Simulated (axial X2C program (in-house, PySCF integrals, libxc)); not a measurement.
**ZrCl: properties at the nuclei**

Wanted for ZrCl: properties at the nuclei, at the two-component level.

The runs use an in-house X2C program for linear molecules on PySCF integrals; two-component X2C with atomic mean-field terms, Zr dyall-acv3z, Cl dyall-av3z.

All values are calculated.

## (1) The job

Input file task.json:

```json
{
 "zs": [
  40,
  17
 ],
 "q": 0,
 "bas": [
  "dyall-acv3z",
  "dyall-av3z"
 ],
 "r0": 2.53,
 "levels": [
  "PBE0",
  "HF",
  "B3LYP"
 ],
 "nst": 1,
 "ff": 1,
 "thr": -3.5,
 "nmax": 130,
 "opt": {
  "ecut": 60
 }
}
```

Keys: zs atomic numbers; q charge; bas basis sets; r0 starting distance in Å; levels methods (HF also brings MP2); nst determinants followed; ff finite-field run; thr threshold in hartree for freezing inner shells (an s shell follows its p shell); nmax most natural virtual spinors; ecut virtual cutoff in hartree.

The run is started by

```bash
$ python soeom.py task.json out
```

After this run come: Expectation values, lowest determinant; Finite-field coupled cluster.

**Question.** What will these runs give? Wanted: lowest determinant; Eeff magnitude; Ws magnitude Zr; A∥/gI Zr; qzz Zr (for each run or level that gives them).

**Answer**, as computed:

```
                       quantity                                                       value
             lowest determinant  Ω = 3/2 (excess of +ω over −ω: ω = 1/2, ω = -3/2, ω = 5/2)
   Eeff magnitude (GV/cm), PBE0                                                         1.8
    Ws magnitude Zr (kHz), PBE0                                                       0.529
           A∥/gI Zr (MHz), PBE0                                                         851
            qzz Zr (a.u.), PBE0                                                        1.00
Eeff magnitude (GV/cm), CCSD(T)                                                        2.22
 Ws magnitude Zr (kHz), CCSD(T)                                                       0.651
        A∥/gI Zr (MHz), CCSD(T)                                                         852
         qzz Zr (a.u.), CCSD(T)                                                        0.71
```

In words: In the first state, the effective field runs from 1.8 to 2.68 GV/cm over the mean-field levels. The expectation values come from single determinants, which for open shells can mix terms of unlike spin or miss the lowest Ω, so a determinant need not be a state. Eeff is the effective electric field on the electron dipole moment in this Ω state and Ws the scalar–pseudoscalar constant (defined with the proton number Z and per Ω); A∥ is the parallel hyperfine constant, which follows by multiplying with the nuclear g factor gI = μI/(I μN); qzz is the electric field gradient, eQq0 = 234.96 MHz × Q/barn × qzz; μ is positive if Cl is the positive end. The operators were transformed with the bare-nucleus X2C matrices. Correlation of the inner shells is missing, which matters for properties at the nucleus.
